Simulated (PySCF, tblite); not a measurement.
**C₅H₈NSi radical: geometry, infrared bands and EPR parameters**

Wanted: the infrared bands and EPR parameters of C₅H₈NSi radical (`[SiH3]N[C]1C=CC=C1`), by calculation.

Computed with tblite 0.8.0 and PySCF 2.14.0, with density-fitted response routines of our own, on a single molecule in the gas phase. Atoms are numbered from 0 throughout.

### Step 1. The molecule as given

15 atoms, charge 0, multiplicity 2; geometry from: force field or distance geometry start.

Bonds of the start (Å): Si0–N1 1.77, N1–C2 1.43, C2–C3 1.49, C3–C4 1.34, C4–C5 1.46, C5–C6 1.32, C6–C2 1.50, Si0–H7 1.47, Si0–H8 1.45, Si0–H9 1.48, N1–H10 1.05, C3–H11 1.08, C4–H12 1.08, C5–H13 1.08, C6–H14 1.09.

### Step 2. Optimising the geometry with GFN2-xTB

The job: settings as JSON, then the geometry in Å.

```
{"job": {"kind": "relax", "xc": "GFN2-xTB", "basis": "xTB"}, "charge": 0, "multiplicity": 2}
Si     2.441500    -0.700300    -0.302100
N      1.001000    -0.079300     0.526100
C      0.009400     0.496200    -0.327000
C     -0.950200    -0.515700    -0.863600
C     -2.161600    -0.345100    -0.316500
C     -2.112100     0.802300     0.583300
C     -0.882600     1.289800     0.583500
H      2.300200    -2.147900    -0.498500
H      2.752700    -0.037700    -1.549900
H      3.622200    -0.525000     0.575800
H      1.198300     0.627200     1.275700
H     -0.689700    -1.300200    -1.562900
H     -3.069900    -0.911900    -0.486600
H     -2.917500     1.211000     1.173300
H     -0.546100     2.144600     1.167500
```

On the command line:

```console
OMP_NUM_THREADS=1 python probes_run.py task.json out
```

One launch serves the whole session: the jobs run in the order shown.

**Question.** This job is followed by: GFN2-xTB harmonic vibrations, gas phase; UKS B3LYP, pcH-1 on C H N Si, non-relativistic, mean-field spin-orbit, GIAO. What will the session give for the following? strongest single infrared mode (GFN2-xTB); zero-point energy (GFN2-xTB); g(iso) (B3LYP); ⟨S²⟩; largest a(iso) (averaged by class); potential on the surface of density 0.002 e/bohr³, 1st and 99th percentile.

**Answer**, as computed:

| quantity | value |
| --- | --- |
| strongest single infrared mode (GFN2-xTB) | 2256 cm⁻¹, 372 km/mol |
| zero-point energy (GFN2-xTB) | 68.6 kcal/mol |
| g(iso) (B3LYP) | 2.00270 |
| ⟨S²⟩ | 0.756 (exact 0.75) |
| largest a(iso) (averaged by class) | 13C on C2, 23.0 MHz |
| potential on the surface of density 0.002 e/bohr³, 1st and 99th percentile | -1.07 V and 2.06 V |

**Reading.** Relaxing lowered the energy by 1.659 eV in 78 steps; the close pair that moved most is C2–C6, from 1.501 to 1.426 Å. All 39 modes are real, so the xTB geometry is a minimum. The strongest single mode, at 2256 cm⁻¹, moves mainly H8 and H7. Unscaled tight-binding wavenumbers are off by several per cent, some by more. Its intensities can rank the bands wrongly. The largest share of the spin, 0.38 e, sits on C2. The isotropic g lies 0.4 ppt above the free-electron value. The conformer search found further structures of the same energy, which may be mirror or relabelled copies of this one.
